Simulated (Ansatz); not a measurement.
# BrF3H3NSi: a nudged elastic band in two tries

Aim: a band of images between two relaxed ends for this system.

All numbers below are computed with Ansatz 0.2.0 (RHF/def2-SVP).

## (1) The starting structure

Bond lengths: Si1–N2 1.684 Å, N2–H3 1.003 Å, N2–H4 1.003 Å, Si1–F5 1.581 Å, Si1–F6 1.586 Å, Si1–F7 1.581 Å, Br8–H9 1.411 Å. Angles: Si1–N2–H3 120.9°, Si1–N2–H4 120.3°, H3–N2–H4 111.5°, N2–Si1–F5 109.2°, N2–Si1–F6 115.4°, N2–Si1–F7 109.9°, F5–Si1–F6 106.4°, F5–Si1–F7 110.0°, F6–Si1–F7 105.9°.

Coordinates:

```xyz
9

Si   -0.2565    0.4607    0.0583
N     0.0514    0.0024    1.6496
H    -0.6824   -0.3516    2.2344
H     0.7528    0.4778    2.1860
F     1.1155    0.7468   -0.6739
F    -1.1375    1.7677   -0.1148
F    -1.0386   -0.6914   -0.6908
Br    1.9530   -3.3319    2.3256
H     1.2898   -2.1873    1.8356
```

## (2) First attempt

input.yaml

```yaml
crystal:
  periodic: [false, false, false]
  atoms:
    - { symbol: Si, position_ang: [-0.256532, 0.460729, 0.058313] }
    - { symbol: "N", position_ang: [0.051363, 0.002429, 1.649567] }
    - { symbol: H, position_ang: [-0.682365, -0.351616, 2.234411] }
    - { symbol: H, position_ang: [0.7528, 0.477849, 2.186046] }
    - { symbol: F, position_ang: [1.115451, 0.746789, -0.67391] }
    - { symbol: F, position_ang: [-1.137485, 1.767652, -0.114832] }
    - { symbol: F, position_ang: [-1.03858, -0.69141, -0.690847] }
    - { symbol: Br, position_ang: [1.952965, -3.331858, 2.325557] }
    - { symbol: H, position_ang: [1.289783, -2.187263, 1.835595] }
magnetization:
  spin_polarized: true
  initial_magnetization: 1
basis:
  gaussian: { orbitals: def2-SVP }
hamiltonian:
  xc: hf
neb:
  order_check: false
  images: 5
  f_tol: 0.05
  max_iterations: 8
  final_atoms:
    - { symbol: Si, position_ang: [0.48045371, -0.16344923, 0.10409439] }
    - { symbol: "N", position_ang: [-0.19519507, -0.50902302, 2.03461541] }
    - { symbol: H, position_ang: [-1.12016253, -0.11651801, 2.12933852] }
    - { symbol: H, position_ang: [0.39797121, -0.07585117, 2.72484238] }
    - { symbol: F, position_ang: [0.93024154, 0.1453593, -1.40810148] }
    - { symbol: F, position_ang: [0.29317127, 1.36855052, 0.55572062] }
    - { symbol: F, position_ang: [-0.8362811, -1.00945636, -0.26526162] }
    - { symbol: Br, position_ang: [2.35026005, -1.25313315, 0.68999723] }
    - { symbol: H, position_ang: [-0.25305908, -1.49317789, 2.24465455] }
  initial_path:
    images:
      - { positions_ang: [[-0.256532, 0.460729, 0.058313], [0.051363, 0.002429, 1.649567], [-0.682365, -0.351616, 2.234411], [0.7528, 0.477849, 2.186046], [1.115451, 0.746789, -0.67391], [-1.137485, 1.767652, -0.114832], [-1.03858, -0.69141, -0.690847], [1.952965, -3.331858, 2.325557], [1.289783, -2.187263, 1.835595]] }
      - { positions_ang: [[-0.18377299, 0.32751995, 0.0500989], [0.04820285, -0.02522521, 1.83223137], [-0.72595903, -0.36564386, 2.40301532], [0.81388591, 0.37304812, 2.36133446], [1.22381254, 0.53422749, -0.63225605], [-1.02988889, 1.63961116, -0.20389182], [-0.95827597, -0.86281767, -0.64460247], [1.75762838, -2.90274155, 1.77341578], [1.10176719, -1.82467742, 1.87055451]] }
      - { positions_ang: [[-0.11101398, 0.19431089, 0.04188481], [0.04504271, -0.05287941, 2.01489575], [-0.76955307, -0.37967171, 2.57161965], [0.87497183, 0.26824724, 2.53662291], [1.33217408, 0.32166598, -0.59060209], [-0.92229278, 1.51157031, -0.29295164], [-0.87797193, -1.03422534, -0.59835795], [1.56229176, -2.47362511, 1.22127455], [0.91375138, -1.46209185, 1.90551402]] }
      - { positions_ang: [[-0.03825498, 0.06110184, 0.03367071], [0.04188256, -0.08053362, 2.19756012], [-0.8131471, -0.39369957, 2.74022397], [0.93605774, 0.16344635, 2.71191137], [1.44053562, 0.10910447, -0.54894814], [-0.81469667, 1.38352947, -0.38201146], [-0.7976679, -1.20563301, -0.55211342], [1.36695515, -2.04450866, 0.66913333], [0.72573558, -1.09950627, 1.94047353]] }
      - { positions_ang: [[0.13464792, -0.01374852, 0.05714527], [-0.03714332, -0.22336342, 2.14324522], [-0.91548558, -0.30130571, 2.53659549], [0.75669557, 0.08368051, 2.7162217], [1.27043759, 0.12118941, -0.83533259], [-0.44540736, 1.37853649, -0.0694341], [-0.81053896, -1.1402408, -0.45649615], [1.69472345, -1.78071682, 0.67608796], [0.39947069, -1.23073014, 2.0418672]] }
      - { positions_ang: [[0.30755082, -0.08859887, 0.08061983], [-0.11616919, -0.36619322, 2.08893031], [-1.01782406, -0.20891186, 2.332967], [0.57733339, 0.00391467, 2.72053204], [1.10033957, 0.13327435, -1.12171703], [-0.07611805, 1.3735435, 0.24314326], [-0.82341003, -1.07484858, -0.36087889], [2.02249175, -1.51692499, 0.6830426], [0.0732058, -1.36195402, 2.14326088]] }
      - { positions_ang: [[0.48045371, -0.16344923, 0.10409439], [-0.19519507, -0.50902302, 2.03461541], [-1.12016253, -0.11651801, 2.12933852], [0.39797121, -0.07585117, 2.72484238], [0.93024154, 0.1453593, -1.40810148], [0.29317127, 1.36855052, 0.55572062], [-0.8362811, -1.00945636, -0.26526162], [2.35026005, -1.25313315, 0.68999723], [-0.25305908, -1.49317789, 2.24465455]] }
```

The run is started by

```console
> ansatz run input.yaml --threads 2 --pin off --max-ram 3072MiB --backend cpu --events-out ev --progress --plain --runs-dir out
```

**Question.** What will these runs give? Wanted: first try.

**Answer**, as computed:

| quantity | value |
| --- | --- |
| first try | refused |
| cause | the number of unpaired electrons doesn't fit the number of electrons: even goes with even, odd with odd |

In words: The fault in the first input was caught at the input check and cost nothing.
